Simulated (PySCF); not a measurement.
**MoO₃: singlet, from a T-shaped start**

The task is one start of a wider search on MoO₃: the singlet, from a T-shaped start. It is relaxed, tested by its Hessian and followed downhill if it is a saddle.

Computed with PySCF 2.14.0. Level: PBE0, basis Mo def2-TZVP with ECP28, O def2-TZVP, scalar-relativistic core potentials, no spin–orbit coupling, density fitting.

### 1 The system as given

4 atoms, charge 0, spin multiplicity 1.

Bond lengths: Mo1–O2 1.780 Å, Mo1–O3 1.780 Å, Mo1–O4 1.780 Å. Angles: O2–Mo1–O3 88.0°, O2–Mo1–O4 88.0°, O3–Mo1–O4 176.0°.

Coordinates in bohr (charge 0 multiplicity 1):
```
Mo    0.0000    0.0000    0.0000
O     0.0000    0.0000    3.3637
O     3.3616    0.0000    0.1174
O    -3.3616    0.0000    0.1174
```

### 2 First SCF at the start

One driver script runs all steps and calls PySCF; scf.py shows how it sets up the SCF of each step. The optimiser is the driver's own. After this first run the driver tries any further starts and a stability analysis.

Input file scf.py:

```python
from pyscf import gto, scf, dft
mol = gto.M(atom='''
Mo     0.000000     0.000000     0.000000
O      0.000000     0.000000     1.780000
O      1.778900     0.000000     0.062100
O     -1.778900     0.000000     0.062100''',
    basis={'Mo': 'def2-TZVP', 'O': 'def2-TZVP'},
    ecp={'Mo': 'def2-TZVP'},
    charge=0, spin=0)
mf = dft.RKS(mol, xc='PBE0')
mf.grids.atom_grid = (50, 194)
aux = {'Mo': 'def2-universal-JKFIT', 'O': 'def2-universal-JKFIT'}
mf = mf.density_fit(auxbasis=aux)
mf.conv_tol = 1e-08
mf.diis_space = 10
mf.max_cycle = 60
mf.init_guess = 'minao'
mf.verbose = 4
mf.kernel()
```

The run is started by

```sh
$ OMP_NUM_THREADS=4 python axn.py task.json out
```

Log, shortened:

```text
[... the frontier levels of the middle cycles are left out ...]
init E= -287.069353900652
  HOMO = -0.59378403852326  LUMO = -0.401571229517355  gap/eV = 5.23038
cycle= 1 E= -292.779952595167  delta_E= -5.71  |g|= 2.05  |ddm|= 4.04
  HOMO = -0.0899022010367432  LUMO = -0.0561683497492715  gap/eV = 0.91794
cycle= 2 E= -279.817834434273  delta_E=   13  |g|= 7.43  |ddm|= 5.81
  HOMO = -0.218028844616505  LUMO = -0.189847979233011  gap/eV = 0.76684
cycle= 3 E= -293.519527442649  delta_E= -13.7  |g|= 0.804  |ddm|= 5.41
cycle= 4 E= -292.882430493263  delta_E= 0.637  |g|= 1.97  |ddm|= 1.16
cycle= 5 E= -293.621959295508  delta_E= -0.74  |g|= 0.345  |ddm|=  0.8
cycle= 6 E= -293.633274679129  delta_E= -0.0113  |g|= 0.244  |ddm|= 0.0998
cycle= 7 E= -293.642360586601  delta_E= -0.00909  |g|= 0.105  |ddm|= 0.0705
cycle= 8 E= -293.644419646857  delta_E= -0.00206  |g|= 0.0116  |ddm|= 0.0445
cycle= 9 E= -293.644439968229  delta_E= -2.03e-05  |g|= 0.00403  |ddm|= 0.00607
cycle= 10 E= -293.644443475925  delta_E= -3.51e-06  |g|= 0.000395  |ddm|= 0.00226
cycle= 11 E= -293.644443524703  delta_E= -4.88e-08  |g|= 0.00012  |ddm|= 0.000444
cycle= 12 E= -293.644443530874  delta_E= -6.17e-09  |g|= 4.14e-05  |ddm|= 0.000216
  HOMO = -0.301185493231635  LUMO = -0.203019288486342  gap/eV = 2.67124
Extra cycle  E= -293.644443526367  delta_E= 4.51e-09  |g|= 0.000169  |ddm|= 0.0001
converged SCF energy = -293.644443526367
```

This step, with its further starts and checks, needed 5 s of wall time on 4 threads of AMD EPYC 9R45 (Zen 5), shared host.

Energies from each starting density:

| start | energy (Eh) |
| --- | --- |
| the minimal-basis guess | -293.644444 |
| a thermally smeared density | -293.644444 |
| a smeared PBE density | -293.644444 |

No lower closed-shell solution turned up from the other starts or in the test of internal stability.

### 3 Relaxing the singlet from the T-shaped start

The program finds C2v symmetry in the start, which this walk keeps. Threshold on the gradient: 0.0003 Eh/bohr, with a further test on the energy change.

scf.py, as its differences from that of step 2:

```diff
@@ -3,4 +3,4 @@
-Mo     0.000000     0.000000     0.000000
-O      0.000000     0.000000     1.780000
-O      1.778900     0.000000     0.062100
-O     -1.778900     0.000000     0.062100''',
+Mo     0.000000     0.000000    -0.208770
+O      0.000000     0.000000     1.571230
+O      1.778900     0.000000    -0.146670
+O     -1.778900     0.000000    -0.146670''',
@@ -17 +16,0 @@
-mf.init_guess = 'minao'
```

Energy and gradient, step by step:

| step | energy (Eh) | change (kJ/mol) | largest symmetric gradient (Eh/bohr) |
| --- | --- | --- | --- |
| 0 | -293.644444 | 0.00 | 0.16466 |
| 1 | -293.695222 | -133.32 | 0.08156 |
| 2 | -293.718565 | -194.61 | 0.21523 |
| 3 | -293.755627 | -291.91 | 0.04116 |
| 4 | -293.771775 | -334.31 | 0.01596 |
| 5 | -293.774100 | -340.41 | 0.00170 |
| 6 | -293.774117 | -340.46 | 0.00082 |
| 7 | -293.774116 | -340.46 | 0.00050 |
| 8 | -293.774117 | -340.46 | 0.00008 |

The walk took 10 s.

It settles in D3h symmetry, 340.5 kJ/mol below the start, after 8 steps: Mo–O 1.699 Å (×3); O–Mo–O 120.0° (×3).

### 4 Is it a minimum? Harmonic modes

The point is checked on the finer grid, and tightened if its gradient asks for it. The Hessian and the dipole derivatives come from central differences of analytic gradients, with steps of 0.02 bohr.

scf.py, as its differences from that of step 3:

```diff
@@ -3,4 +3,4 @@
-Mo     0.000000     0.000000    -0.208770
-O      0.000000     0.000000     1.571230
-O      1.778900     0.000000    -0.146670
-O     -1.778900     0.000000    -0.146670''',
+Mo    -0.000000     0.000000    -0.000000
+O     -0.000000     0.000000     1.699499
+O      1.471809     0.000000    -0.849749
+O     -1.471809     0.000000    -0.849749''',
@@ -11 +11 @@
-mf.grids.atom_grid = (50, 194)
+mf.grids.atom_grid = (75, 302)
@@ -14 +14 @@
-mf.conv_tol = 1e-08
+mf.conv_tol = 1e-10
```

This SCF starts from the last density.

Log of the central SCF (cycles and frontier levels):

```text
init E= -293.774112624203
  HOMO = -0.345850533012227  LUMO = -0.191940334510399  gap/eV = 4.18811
cycle= 1 E= -293.774112624181  delta_E= 2.18e-11  |g|= 1.12e-05  |ddm|= 6.99e-06
  HOMO = -0.345850204326761  LUMO = -0.191940848645299  gap/eV = 4.18809
cycle= 2 E= -293.774112623922  delta_E= 2.59e-10  |g|= 3.82e-05  |ddm|= 2.28e-05
  HOMO = -0.34585049104576  LUMO = -0.191940470463503  gap/eV = 4.18810
cycle= 3 E= -293.774112624205  delta_E= -2.83e-10  |g|= 1.83e-07  |ddm|= 1.76e-05
  HOMO = -0.345850475115253  LUMO = -0.191940470784989  gap/eV = 4.18810
cycle= 4 E= -293.774112624205  delta_E= -5.68e-14  |g|= 1.43e-07  |ddm|= 1.4e-07
  HOMO = -0.345850479997175  LUMO = -0.19194044584604  gap/eV = 4.18811
Extra cycle  E= -293.774112624205  delta_E= -3.41e-13  |g|= 4.84e-07  |ddm|= 2.74e-07
converged SCF energy = -293.774112624205
```

The whole step took 12 s.

Geometry: D3h; Mo–O 1.699 Å (×3); O–Mo–O 120.0° (×3).

Harmonic modes (main isotopes):

```csv
symmetry,ω (cm⁻¹),IR (km/mol)
a2'',209i,149
e',319,1.4
e',1005,594
a1',1014,0.0
```

With 1 mode imaginary (up to 209i cm⁻¹) this point is a saddle.

Properties at this point:

| Item | Value |
| --- | --- |
| Dipole moment | 0.00 D |
| Highest occupied level | -9.41 eV |
| Lowest empty level | -5.22 eV |
| Rotational constants | 0.2433, 0.2433, 0.1216 cm⁻¹ |
| Zero-point energy (real modes) | 21.9 kJ/mol |
| Principal polarisabilities | 27.1, 47.5, 47.5 bohr³ |
| Atomisation energy without zero-point energy | 1612 kJ/mol |
| Principal traceless quadrupole moments about the centre of mass | -6.69, -6.69, 13.38 D Å |

Charges (e) and bond orders:

| atom | Mulliken | Löwdin | polar tensor | Mayer order to Mo1 |
| --- | --- | --- | --- | --- |
| Mo1 | 1.75 | 0.92 | 2.52 | – |
| O2,3,4 | -0.58 | -0.31 | -0.84 | 1.82 |

Outer orbital energies (eV). occupied: -12.99, -12.07, -12.07, -11.85, -9.97, -9.59, -9.41, -9.41; empty: -5.22, -2.96, -2.96, 0.14.

Mulliken populations on Mo1 (outside its core potential): s 2.06, p 6.26, d 3.83, f 0.10.

### 5 Downhill along the imaginary mode

The start is the last point, displaced along its most imaginary mode.

The program finds C3v symmetry in the start, which this walk keeps. The walk stops when the largest gradient is under 0.0003 Eh/bohr and the energy has settled too.

scf.py, as its differences from that of step 4:

```diff
@@ -3,4 +3,4 @@
-Mo    -0.000000     0.000000    -0.000000
-O     -0.000000     0.000000     1.699499
-O      1.471809     0.000000    -0.849749
-O     -1.471809     0.000000    -0.849749''',
+Mo    -0.000000     0.058814    -0.000000
+O      0.000000    -0.120000     1.699499
+O      1.471809    -0.120000    -0.849749
+O     -1.471809    -0.120000    -0.849749''',
@@ -11 +11 @@
-mf.grids.atom_grid = (75, 302)
+mf.grids.atom_grid = (50, 194)
@@ -14 +14 @@
-mf.conv_tol = 1e-10
+mf.conv_tol = 1e-08
```

Steps of the walk:

| step | energy (Eh) | change (kJ/mol) | largest symmetric gradient (Eh/bohr) |
| --- | --- | --- | --- |
| 0 | -293.776574 | 0.00 | 0.01259 |
| 1 | -293.783675 | -18.64 | 0.03107 |
| 2 | -293.787387 | -28.39 | 0.00226 |
| 3 | -293.787394 | -28.41 | 0.00068 |
| 4 | -293.787401 | -28.43 | 0.00030 |
| 5 | -293.787402 | -28.43 | 0.00001 |

The walk took 8.5 s.

After 5 steps and 28.4 kJ/mol it ends at C3v: Mo–O 1.692 Å (×3); O–Mo–O 110.3° (×3).

### 6 Is it a minimum? Harmonic modes

The same treatment as at the point before.

scf.py, as its differences from that of step 5:

```diff
@@ -3,4 +3,4 @@
-Mo    -0.000000     0.058814    -0.000000
-O      0.000000    -0.120000     1.699499
-O      1.471809    -0.120000    -0.849749
-O     -1.471809    -0.120000    -0.849749''',
+Mo    -0.000000     0.177226    -0.000000
+O      0.000000    -0.362673     1.603917
+O      1.389033    -0.362673    -0.801959
+O     -1.389033    -0.362673    -0.801959''',
@@ -11 +11 @@
-mf.grids.atom_grid = (50, 194)
+mf.grids.atom_grid = (75, 302)
@@ -14 +14 @@
-mf.conv_tol = 1e-08
+mf.conv_tol = 1e-10
```

Log of the central SCF (cycles and frontier levels):

```text
init E= -293.787409597201
  HOMO = -0.333448177006199  LUMO = -0.173807823200029  gap/eV = 4.34404
cycle= 1 E= -293.787409596576  delta_E= 6.24e-10  |g|= 5.91e-05  |ddm|= 3.6e-05
  HOMO = -0.333448859016967  LUMO = -0.173805670922789  gap/eV = 4.34411
cycle= 2 E= -293.787409588868  delta_E= 7.71e-09  |g|= 0.000208  |ddm|= 0.000126
  HOMO = -0.333448033503034  LUMO = -0.173807101302565  gap/eV = 4.34405
cycle= 3 E= -293.787409597257  delta_E= -8.39e-09  |g|= 1.07e-06  |ddm|= 9.79e-05
  HOMO = -0.33344814290986  LUMO = -0.173807241625013  gap/eV = 4.34405
cycle= 4 E= -293.787409597257  delta_E= -2.27e-13  |g|= 7.44e-07  |ddm|= 8.88e-07
  HOMO = -0.333448231506884  LUMO = -0.173807144627602  gap/eV = 4.34406
Extra cycle  E= -293.787409597256  delta_E= 6.82e-13  |g|= 2.55e-06  |ddm|= 1.37e-06
converged SCF energy = -293.787409597256
```

The whole step needed 15 s of wall time on 4 threads of AMD EPYC 9R45 (Zen 5), shared host.

Geometry: C3v; Mo–O 1.692 Å (×3); O–Mo–O 110.3° (×3).

Modes, for the most abundant isotopes:

```
symmetry  ω (cm⁻¹)  IR (km/mol)  μ (u)     type
      a1       258         49.8  20.80     bend
       e       346          2.2  17.27     bend
       e      1000          516  19.15  stretch
      a1      1046          5.0  16.73  stretch
```

Every mode is real; the point is a minimum.

Properties at this point:

- Dipole moment: 5.02 D
- Highest occupied level: -9.07 eV
- Lowest empty level: -4.73 eV
- Rotational constants: 0.2371, 0.2371, 0.1366 cm⁻¹
- Zero-point energy: 23.9 kJ/mol
- Principal polarisabilities: 23.9, 47.0, 47.0 bohr³
- Atomisation energy without zero-point energy: 1647 kJ/mol
- Principal traceless quadrupole moments about the centre of mass: -5.65, -5.65, 11.30 D Å
- Entropy at 298.15 K and 1 bar: 283.9 J/(mol K)
- Heat capacity Cp at 298.15 K: 58.4 J/(mol K)
- Enthalpy at 298.15 K above 0 K: 13.36 kJ/mol
- Rotational symmetry number: 3

Charges (e) and bond orders:

```
  atom  Mulliken  Löwdin  polar tensor  Mayer order to Mo1
   Mo1      1.71    0.92          2.19                   –
O2,3,4     -0.57   -0.31         -0.73                1.80
```

Mulliken populations on Mo1 (outside its core potential): s 2.12, p 6.19, d 3.89, f 0.10.

### 7 Would spin polarisation lower it?

At the lowest minimum the closed shell is tested against spin polarisation, on the (50, 194) grid. It is stable.

### 8 The points found, side by side

| spin | group | bonds | imaginary modes (cm⁻¹) | ΔE (kJ/mol) | with zero-point energy |
| --- | --- | --- | --- | --- | --- |
| singlet | C3v | Mo–O 1.692 Å (×3) | none | 0.0 | 0.0 |
| singlet | D3h | Mo–O 1.699 Å (×3) | 209i | 34.9 | – |

### 9 Outcome

| quantity | value |
| --- | --- |
| minimum | singlet, C3v |
| geometry | Mo–O 1.692 Å (×3); O–Mo–O 110.3° (×3) |
| wavenumbers (cm⁻¹) | 258 (a1), 346 (e), 1000 (e), 1046 (a1) |
| dipole moment | 5.02 D |
| highest occupied, lowest empty level | -9.07, -4.73 eV |
| polar-tensor charge of Mo1 | +2.19 e |
| zero-point energy | 23.9 kJ/mol |
| entropy at 298.15 K | 283.9 J/(mol K) |
| atomisation energy (no zero-point energy) | 1647 kJ/mol |

The T-shaped start (C2v) ends in a minimum of C3v symmetry, after a stop at a saddle point 34.9 kJ/mol higher, from which it was pushed off along an imaginary mode. The strongest infrared band lies at 1000 cm⁻¹ (e, stretch). With 5.0 D the molecule is strongly polar. Only this shape and spin were tried, so other structures or states may lie lower.

The search up to here took 52 s.
